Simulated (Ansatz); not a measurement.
# C2H7NSi: up Jacob's ladder to CCSD(T)

One table from this session's results is given with a row withheld; the runs are named, their logs left out.

Computed with Ansatz 0.2.0, Gaussian basis. Level: functionals in def2-TZVPP, the program's frozen cores in correlated methods.

Levels to be run: LDA (SPW92), PBE-D4, revPBE-D4, BLYP-D4, r2SCAN-D4, B97M-V, PBE0-D4, B3LYP-D4, r2SCANh-D4, r2SCAN0-D4, HSE06-D4, BHLYP-D4, CAM-B3LYP-D4, LC-ωPBE, ωB97X-V, ωB97M-V, B2PLYP, PBE-QIDH; CCSD(T)/def2-SVP; CCSD(T)/def2-TZVPP; MP2/def2-QZVPP; extrapolation to the limit; RPA on PBE.

## The geometry

An earlier PBE0-D4 in a triple-zeta def2 set relaxation fixed the geometry.

SMILES `CC(=N)[SiH3]`, 11 atoms, charge 0, spin multiplicity 1.

Atoms are counted from 1 here; the program's logs count them from 0.

Bond lengths: C1–C2 1.498 Å, C1–H5 1.095 Å, C1–H6 1.091 Å, C1–H7 1.095 Å, C2–N3 1.272 Å, C2–Si4 1.901 Å, N3–H8 1.021 Å, Si4–H9 1.486 Å, Si4–H10 1.488 Å, Si4–H11 1.488 Å. Angles: C2–C1–H5 110.6°, C2–C1–H6 110.1°, C2–C1–H7 110.6°, H5–C1–H6 109.4°, H5–C1–H7 106.7°, H6–C1–H7 109.4°, C1–C2–N3 118.8°, C1–C2–Si4 118.3°, N3–C2–Si4 122.9°, C2–N3–H8 111.5°, C2–Si4–H9 107.9°, C2–Si4–H10 110.5°, C2–Si4–H11 110.5°, H9–Si4–H10 109.9°, H9–Si4–H11 109.9°, H10–Si4–H11 108.1°.

Set-up of the first run:

in.yaml reads:

```yaml
crystal:
  periodic: [false, false, false]
  atoms:
    - {symbol: C, position_ang: [-0.872004, 1.262951, -0.047167]}
    - {symbol: C, position_ang: [-0.395180, -0.098655, 0.355151]}
    - {symbol: N, position_ang: [-1.062316, -0.751530, 1.219679]}
    - {symbol: Si, position_ang: [1.186341, -0.774313, -0.454348]}
    - {symbol: H, position_ang: [-0.104816, 2.015703, 0.160486]}
    - {symbol: H, position_ang: [-1.784433, 1.516178, 0.494268]}
    - {symbol: H, position_ang: [-1.065593, 1.299972, -1.123964]}
    - {symbol: H, position_ang: [-0.639697, -1.661143, 1.410677]}
    - {symbol: H, position_ang: [1.447648, -2.124018, 0.110822]}
    - {symbol: H, position_ang: [2.338752, 0.124137, -0.175608]}
    - {symbol: H, position_ang: [1.016901, -0.866481, -1.929394]}
basis:
  gaussian: {orbitals: def2-TZVPP}
hamiltonian: {xc: lda}
output: {orbitals: {seedname: orbitals}}
```

On the command line:

```
> ansatz run in.yaml --threads 2 --pin off --events-out ev --progress --plain --max-ram 4352MiB
```

Steps of the session up to this table: LDA; PBE-D4 (GGA); revPBE-D4 (GGA); BLYP-D4 (GGA); r2SCAN-D4 (meta-GGA); B97M-V (meta-GGA); PBE0-D4 (hybrid); B3LYP-D4 (hybrid); r2SCANh-D4 (hybrid); r2SCAN0-D4 (hybrid); HSE06-D4 (hybrid); BHLYP-D4 (hybrid); CAM-B3LYP-D4 (range-separated); LC-ωPBE (range-separated); ωB97X-V (range-separated); ωB97M-V (range-separated); B2PLYP (double hybrid); PBE-QIDH (double hybrid).

One table of the session follows, with a row left open; its other results are not shown here.

It belongs to the step «Orbital energies across the functionals». 

```
  functional  HOMO (eV)  gap (eV)
 LDA (SPW92)      -5.89      3.90
      PBE-D4          ?         ?
   revPBE-D4      -5.75      4.05
     BLYP-D4      -5.70      4.07
   r2SCAN-D4      -6.05      4.46
      B97M-V      -6.28      4.71
     PBE0-D4      -7.19      6.49
    B3LYP-D4      -6.97      6.05
  r2SCANh-D4      -6.58      5.39
  r2SCAN0-D4      -7.37      6.77
    HSE06-D4      -6.79      5.70
    BHLYP-D4      -8.53      9.05
CAM-B3LYP-D4      -8.59      9.12
     LC-ωPBE      -9.92     11.62
     ωB97X-V      -9.60     11.22
     ωB97M-V      -9.50     11.01
```

Q: Estimate the row for PBE-D4 from the others.

The run gave: HOMO (eV): -5.80; gap (eV): 4.01. In the column «HOMO (eV)» it lies between LDA (SPW92) (-5.89) and revPBE-D4 (-5.75).
